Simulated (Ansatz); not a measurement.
# C2H5OSi: the cost of one run

Method: RKS revPBE/def2-SVP, in Ansatz 0.2.0.

## Step 1: The system as given

Bond lengths: O1–C2 1.318 Å, C2–C3 1.356 Å, C3–Si4 1.835 Å, O1–H5 0.968 Å, C2–H6 1.086 Å, C3–H7 1.083 Å, Si4–H8 1.455 Å, Si4–H9 1.455 Å. Angles: O1–C2–C3 120.9°, O1–C2–H6 118.5°, C3–C2–H6 120.5°, C2–O1–H5 114.2°, C2–C3–Si4 121.9°, C2–C3–H7 117.9°, Si4–C3–H7 120.1°, C3–Si4–H8 122.9°, C3–Si4–H9 117.7°, H8–Si4–H9 119.3°.

Coordinates:

```xyz
9

O    -0.6424    0.9106   -1.2130
C     0.4671    0.9050   -0.5010
C     0.6753   -0.0312    0.4580
Si   -0.5602   -1.3380    0.8236
H    -0.6904    1.6218   -1.8680
H     1.2131    1.6698   -0.6969
H     1.6042    0.0102    1.0139
H    -1.8323   -1.4405    0.1252
H    -0.2345   -2.3078    1.8581
```

## Step 2: Relaxing end A

Contents of input.yaml:

```yaml
crystal:
  periodic: [false, false, false]
  atoms:
    - { symbol: O, position_ang: [-0.64237, 0.91064, -1.21302] }
    - { symbol: C, position_ang: [0.46711, 0.90504, -0.50096] }
    - { symbol: C, position_ang: [0.67525, -0.03121, 0.45802] }
    - { symbol: Si, position_ang: [-0.5602, -1.33798, 0.82363] }
    - { symbol: H, position_ang: [-0.6904, 1.62184, -1.86796] }
    - { symbol: H, position_ang: [1.21314, 1.66976, -0.6969] }
    - { symbol: H, position_ang: [1.60425, 0.01017, 1.01392] }
    - { symbol: H, position_ang: [-1.83227, -1.44048, 0.12516] }
    - { symbol: H, position_ang: [-0.23451, -2.30778, 1.85811] }
total_charge: 1
basis:
  gaussian: { orbitals: def2-SVP }
hamiltonian:
  xc: revpbe
relax:
  f_tol: 0.015
  max_steps: 40
```

Run with:

```bash
$ ansatz run input.yaml --threads 1 --pin off --max-ram 2048MiB --backend cpu --events-out ev --progress --plain --runs-dir out
```

What time and memory should one allow on 1 thread of Arm Neoverse V2, shared host?

About 18 s, with a peak of 0.12 GiB.
